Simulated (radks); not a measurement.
**The first electron to leave Pm**

The task here is to estimate one member of a computed series from the others.

Program: radks (a radial shooting solver on a logarithmic mesh, Libxc functionals) version 1. Level of theory: scalar-relativistic Kohn-Sham, PBE, spin-polarised, spherical densities, finite nucleus; open shells are filled with parallel spins first. These are calculated values, not measurements, unless marked.

5 further runs of the same task are left out: 1 that didn't finish, 4 set aside as unsound or not needed.

### The atom as given

* element: promethium (Z = 61)
* charge: 0
* electrons: 61
* configuration: [Xe] 4f5 6s2
* nuclear rms radius: 4.962 fm

The outer shells:

Pm
```
[Xe] core
4f [↑ ][↑ ][↑ ][↑ ][↑ ][  ][  ]
6s [↑↓]
```

Set-up of the first run:

Settings of this run:

```text
Z 61
configuration [Xe] 4f5 6s2
relativity scalar-relativistic
functional pbe,pbe
spin polarised
nucleus finite rms 4.962 fm
c 137.035999084
```

Steps of the session up to this table: The parent, Pm.

One of the session's tables, all rows but one given; the rest of the session is left out.

It belongs to the step «The parent, Pm». Radial moments (bohr):

| level | <r> | outermost maximum (interpolated) | 90 % within | nodes |
| --- | --- | --- | --- | --- |
| 4d down | 0.6888 | 0.602 | 1.04 | 1 |
| 5s up | 1.434 | 1.29 | 2.07 | 4 |
| 5s down | ? | ? | ? | ? |
| 5p up | 1.683 | 1.46 | 2.47 | 3 |
| 5p down | 1.717 | 1.48 | 2.53 | 3 |
| 6s up | 4.334 | 3.70 | 6.40 | 5 |
| 6s down | 4.464 | 3.82 | 6.59 | 5 |
| 4f up | 1.042 | 0.637 | 1.83 | 0 |

**Question.** Estimate the row for 5s down.

As computed: <r>: 1.454; outermost maximum (interpolated): 1.30; 90 % within: 2.10; nodes: 4. In the column «<r>» it lies between 5s up (1.434) and 5p up (1.683).

Limits of these values: Open shells are spherical and high-spin; term and fine-structure splittings are not resolved.
